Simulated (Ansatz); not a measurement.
# AlH₅O₂SeSi: small, medium and large basis sets

The task here is to estimate one member of a computed series from the others.

Method: one geometry, several basis sets; program: Ansatz 0.2.0, Gaussian basis.

The runs, in order: PBE0-D4/def2-SVP; ωB97M-V/def2-SVP; PBE0-D4/def2-QZVPP; ωB97M-V/def2-QZVPP; the functionals' def2-TZVPP values are taken from earlier runs.

## The relaxed structure

The geometry comes from an earlier relaxation with PBE0-D4 in a triple-zeta def2 set; it is a stationary point, not always the lowest conformer.

10 atoms, charge 0, spin multiplicity 1.

Atoms are counted from 1 here; the program's logs count them from 0.

Bond lengths: O1–Si2 1.643 Å, O1–H6 0.959 Å, Si2–O3 1.628 Å, Si2–Al4 2.411 Å, Si2–Se5 2.579 Å, O3–H7 0.961 Å, Al4–Se5 2.585 Å, Al4–H8 1.581 Å, Al4–H9 1.587 Å, Se5–H10 1.469 Å. Angles: Si2–O1–H6 117.2°, O1–Si2–O3 106.1°, O1–Si2–Al4 129.1°, O1–Si2–Se5 105.9°, O3–Si2–Al4 124.8°, O3–Si2–Se5 104.3°, Al4–Si2–Se5 62.3°, Si2–O3–H7 118.0°, Si2–Al4–Se5 62.1°, Si2–Al4–H8 116.8°, Si2–Al4–H9 113.7°, Se5–Al4–H8 109.5°, Se5–Al4–H9 108.3°, H8–Al4–H9 126.6°, Si2–Se5–Al4 55.6°, Si2–Se5–H10 91.9°, Al4–Se5–H10 91.6°.

Set-up of the first run:

The input, in.yaml:

```yaml
crystal:
  periodic: [false, false, false]
  atoms:
    - {symbol: O, position_ang: [0.748050, 1.723980, 0.769307]}
    - {symbol: Si, position_ang: [0.672235, 0.107161, 0.487657]}
    - {symbol: O, position_ang: [2.213140, -0.402359, 0.358785]}
    - {symbol: Al, position_ang: [-1.267261, -1.296327, 0.205666]}
    - {symbol: Se, position_ang: [-0.284001, -0.152048, -1.893989]}
    - {symbol: H, position_ang: [-0.062027, 2.160880, 1.040023]}
    - {symbol: H, position_ang: [2.873999, 0.227986, 0.059925]}
    - {symbol: H, position_ang: [-1.014374, -2.855153, 0.123854]}
    - {symbol: H, position_ang: [-2.633957, -0.577997, 0.572014]}
    - {symbol: H, position_ang: [-1.162703, 1.012578, -1.720244]}
basis:
  gaussian: {orbitals: def2-SVP}
hamiltonian: {xc: pbe0, dispersion: d4}
output: {orbitals: {seedname: orbitals}}
```

Run with:

```bash
> ansatz run in.yaml --threads 4 --pin off --events-out ev --progress --plain --max-ram 10444MiB
```

Steps of the session up to this table: PBE0-D4 in def2-SVP; ωB97M-V in def2-SVP; PBE0-D4 in def2-QZVPP; ωB97M-V in def2-QZVPP.

One table of the session follows, with a row left open; its other results are not shown here.

It belongs to the step «Density functionals: the series». 

| functional | basis | HOMO (eV) |
| --- | --- | --- |
| PBE0-D4 | def2-SVP | -6.71 |
| PBE0-D4 | def2-TZVPP | ? |
| PBE0-D4 | def2-QZVPP | -6.78 |
| ωB97M-V | def2-SVP | -8.62 |
| ωB97M-V | def2-TZVPP | -8.70 |
| ωB97M-V | def2-QZVPP | -8.72 |

Estimate the missing values for PBE0-D4, def2-TZVPP.

As computed: HOMO (eV): -6.76. In the column «HOMO (eV)» it lies between PBE0-D4, def2-QZVPP (-6.78) and PBE0-D4, def2-SVP (-6.71).
